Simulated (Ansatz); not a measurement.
## ZrH₂ (distorted cell): a check of forces and pressure against finite differences, step by step

With Ansatz's Python interface.

Interactive session:
```pycon
>>> import ansatz as az
>>> import numpy as np
>>> vectors0 = np.array([
...     [-0.0091, 2.38632, 2.42761],
...     [2.33795, 0.03163, 2.38688],
...     [2.38221, 2.38985, -0.01263],
... ])
>>> sites = [
...     ("Zr", (0.01113, 0.99682, 0.98533)),
...     ("H", (0.75718, 0.74516, 0.75427)),
...     ("H", (0.2512, 0.25915, 0.23477)),
... ]
>>> def crystal_on(cell):
...     crystal = az.Crystal(lattice=az.Lattice.of(cell))
...     for symbol, position in sites:
...         crystal = crystal.atom(symbol, position)
...     return crystal
...
>>> def solve(crystal):
...     return (
...         crystal.calculation()
...         .occupations("Marzari-Vanderbilt", width=0.1)
...         .functional("pbesol")
...         .basis(540, xc_grid=2)
...         .kpoints(7, 7, 7)
...         .scf(tolerance=1e-09)
...         .forces()
...         .stress()
...         .run(threads=1)
...     ).report
...
>>> centre = solve(crystal_on(vectors0))
DeckWarning: output.stress: scf.convergence.dr2_threshold = 1e-9 eV is looser than the 3e-10 eV advised for a printed stress (1e-10 eV for each atom of the cell: 3). What an SCF threshold leaves in a stress goes as its square root, and in the free energy as [...]
>>> start = crystal_on(vectors0)
>>> # move one atom both ways along a Cartesian axis
>>> print(f"force on atom 0 along x: analytic {centre['forces_ev_ang'][0][0]:.4f} eV/A")
force on atom 0 along x: analytic 0.2991 eV/A
>>> for h in (0.005, 0.02):
...     shift = np.eye(3)[0] * h @ np.linalg.inv(vectors0)
...     plus, minus = (solve(start.move(0, to=np.array(sites[0][1]) + sign * shift))["lagrangian_ev"] for sign in (1, -1))
...     print(f"  step {h} A: numerical {-(plus - minus) / (2 * h):.4f} eV/A")
...
  step 0.005 A: numerical 0.2991 eV/A
  step 0.02 A: numerical 0.2984 eV/A
>>> # P = -dF/dV; the difference feels the change of the plane-wave count with the cell
>>> volume = abs(np.linalg.det(vectors0))
>>> larger, smaller = (solve(crystal_on(vectors0 * (1 + sign * 0.005) ** (1 / 3)))["lagrangian_ev"] for sign in (1, -1))
>>> numerical = -(larger - smaller) / (0.01 * volume) * 160.21766
>>> print(f"pressure: analytic {np.trace(centre['stress_gpa']) / 3:.3f}, numerical {numerical:.3f} GPa")
pressure: analytic -0.047, numerical -0.043 GPa
```

Notes:
- The mesh is modest for a metal, so energies can be off by several to tens of meV an atom and pressures by half a GPa or more; differences at equal mesh fare better.
- Pressure is positive in compression.
- The cell is a database structure, distorted on purpose.
- Warnings are shown shortened and without file and line.
- The central difference errs as the square of the step, so the shorter step is the fairer test; what remains comes from the finite grid and the SCF threshold.
- The whole script took 41 s on 1 thread of Arm Neoverse V2, with other jobs on the host, peak memory 0.46 GiB.
